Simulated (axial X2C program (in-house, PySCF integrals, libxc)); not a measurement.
# CsBe: properties at the nuclei

Wanted for CsBe: properties at the nuclei, at the two-component level.

The runs use an in-house X2C program for linear molecules on PySCF integrals; two-component X2C with atomic mean-field terms, Cs dyall-cv3z, Be dyall-cv3z.

All values are calculated.

### Step 1. Input

Contents of task.json:

```json
{"zs": [55, 4], "q": 0, "bas": ["dyall-cv3z", "dyall-cv3z"], "r0": 3.34, "levels": ["PBE0", "HF", "BHandHLYP", "r2SCAN", "PBE"], "nst": 3}
```

Keys: zs atomic numbers; q charge; bas basis sets; r0 starting distance in Å; levels methods (HF also brings MP2); nst determinants followed.

Command:

```bash
$ python soeom.py task.json out
```

Further steps of the session: Expectation values, lowest determinant; Expectation values, a higher determinant; Expectation values, a higher determinant.

Before running it: what results should come out? Wanted: lowest determinant; Eeff magnitude; Ws magnitude Cs; A∥/gI Cs; qzz Cs; higher determinant (for each run or level that gives them).

As calculated:

```
                                        quantity                                                 value
                              lowest determinant               Ω = 1/2 (excess of +ω over −ω: ω = 1/2)
                    Eeff magnitude (GV/cm), PBE0                                                  1.04
                     Ws magnitude Cs (kHz), PBE0                                                  1.33
                            A∥/gI Cs (MHz), PBE0                                                  2330
                             qzz Cs (a.u.), PBE0                                                 -0.38
                              higher determinant               Ω = 3/2 (excess of +ω over −ω: ω = 3/2)
Eeff magnitude (GV/cm), PBE0, higher determinant                                                  0.31
 Ws magnitude Cs (kHz), PBE0, higher determinant                                                0.0996
        A∥/gI Cs (MHz), PBE0, higher determinant                                                 -17.3
         qzz Cs (a.u.), PBE0, higher determinant                                                 -0.33
                              higher determinant  Ω = 5/2 (excess of +ω over −ω: 2 × ω = 1/2, ω = 3/2)
Eeff magnitude (GV/cm), PBE0, higher determinant                                                  2.89
 Ws magnitude Cs (kHz), PBE0, higher determinant                                                 0.759
        A∥/gI Cs (MHz), PBE0, higher determinant                                                   387
         qzz Cs (a.u.), PBE0, higher determinant                                                 -0.17
```

**Reading.** In the first state, the effective field runs from 0.364 to 1.04 GV/cm over the mean-field levels, so the levels don't agree on it. The expectation values come from single determinants, which for open shells can mix terms of unlike spin or miss the lowest Ω, so a determinant need not be a state. Eeff is the effective electric field on the electron dipole moment in this Ω state and Ws the scalar–pseudoscalar constant (defined with the proton number Z and per Ω); A∥ is the parallel hyperfine constant, which follows by multiplying with the nuclear g factor gI = μI/(I μN); qzz is the electric field gradient, eQq0 = 234.96 MHz × Q/barn × qzz; μ is positive if Be is the positive end. The operators were transformed with the bare-nucleus X2C matrices.
